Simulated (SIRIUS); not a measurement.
**HfIn4SiO6 in SIRIUS: the effect of Hubbard term**

The system is HfIn4SiO6.

```
Hf In Si O
1.0
     5.69867    0.00381    0.01559
    -0.70506    6.10815   -0.00575
    -2.73718   -1.39557    6.63076
Hf In Si O
1 4 1 6
Direct
  0.11793 0.01556 0.13292
  0.38842 0.99901 0.72891
  0.75865 0.00842 0.49586
  0.23461 0.48841 0.53300
  0.59649 0.48211 0.20528
  0.86778 0.44029 0.85544
  0.55316 0.38738 0.79290
  0.93454 0.38483 0.65596
  0.98414 0.26218 0.00347
  0.99083 0.69806 0.98452
  0.08665 0.06493 0.39374
  0.48680 0.10883 0.21799
```

The cell was built by a generator and needn't be a form met in nature.

Alike in all runs:

* Program: SIRIUS 7.12.0
* Task: single point
* Functional: LDA
* Potentials or basis: PseudoDojo 0.4.1 PBE standard (scalar relativistic)
* Cutoff: 1152 eV
* Density cutoff: 4606 eV
* k mesh: 2 × 2 × 2
* Occupations: fermi-dirac, width 0.05 eV
* Spin: no spin polarisation
* Libxc names: ["XC_LDA_X", "XC_LDA_C_PW"]
* Energy tol: 1e-08 Ha
* Density tol: 1e-06
* Mixer: anderson
* Mixing beta: 0.7
* Max scf: 100
* Radial cutoff for the potentials' integrals: 6.5 bohr

| Hubbard term | gap on the mesh (eV) | pressure (GPa) | largest force (eV/Å) |
| --- | --- | --- | --- |
| none | 1.15 | -5.0 | 0.52 |
| Hf d U = 2 eV | 1.16 | -4.7 | 0.48 |
| Hf d U = 4 eV | 1.17 | -4.3 | 0.52 |
| Hf d U = 6 eV | 1.18 | -3.9 | 0.56 |
| Hf d U = 8 eV | ? | ? | ? |

Task: What does the run with Hubbard term Hf d U = 8 eV give?

Result: gap on the mesh 1.19 eV; pressure -3.5 GPa; largest force 0.84 eV/Å.

Worked out: A straight line through the other rows of the gap on the mesh, of slope 0.005 eV per eV, extrapolates to 1.19 eV, against the run's 1.19. A straight line through the other rows of the pressure, of slope 0.185 GPa per eV, extrapolates to -3.5 GPa, against the run's -3.5. A parabola through the other rows of the largest force, of slope 0.058 eV/Å per eV there, extrapolates to 0.66 eV/Å, against the run's 0.84.

Caveats: all runs use coarse meshes; the potentials were made for another functional, which shifts forces and pressure; spin-orbit coupling is left out, which moves the levels of the heavy elements.

A k mesh can miss the band edges.

A gap of «none» marks a metal or a gap under the smearing width.

Runs at the PBE level aren't shown here.
